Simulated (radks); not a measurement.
**Valence configurations of Rb**

One table from this session's results is given with a row withheld; the runs are named, their logs left out.

The numbers are computed with radks (a radial shooting solver on a logarithmic mesh, Libxc functionals) version 1 (Dirac Kohn-Sham, BLYP, spin-unpolarised, spherical densities, point nucleus; open shells fill j = l - 1/2 first), except any that are marked as measured or tabulated.

## The atom as given

- element: rubidium (Z = 37)
- charge: 0
- electrons: 37
- configuration: [Kr] 5s1
- others tried: 4d1; 5p1; 4d0.5 5s0.5

Set-up of the first run:

Input:

```text
Z 37
configuration [Kr] 5s1
relativity Dirac
functional b88,lyp
spin unpolarised
j_filling energy
nucleus point
c 137.035999084
```

Among the steps run: [Kr] 5s1.

One of the session's tables, all rows but one given; the rest of the session is left out.

It belongs to the step «[Kr] 5s1». From the orbitals of this run (lengths in bohr):

| level | <r> | outermost maximum (interpolated) | 90 % within | nodes |
| --- | --- | --- | --- | --- |
| 3p1/2 | 0.5118 | 0.440 | 0.780 | 1 |
| 3p3/2 | ? | ? | ? | ? |
| 3d3/2 | 0.5233 | 0.391 | 0.853 | 0 |
| 3d5/2 | 0.5271 | 0.394 | 0.859 | 0 |
| 4s1/2 | 1.454 | 1.26 | 2.15 | 3 |
| 4p1/2 | 1.704 | 1.41 | 2.59 | 2 |
| 4p3/2 | 1.744 | 1.43 | 2.66 | 2 |
| 5s1/2 | 5.166 | 4.22 | 7.83 | 4 |

**Question.** Estimate the row for 3p3/2.

The run gave: <r>: 0.5223; outermost maximum (interpolated): 0.449; 90 % within: 0.795; nodes: 1. In the column «<r>» it lies between 3p1/2 (0.5118) and 3d3/2 (0.5233).
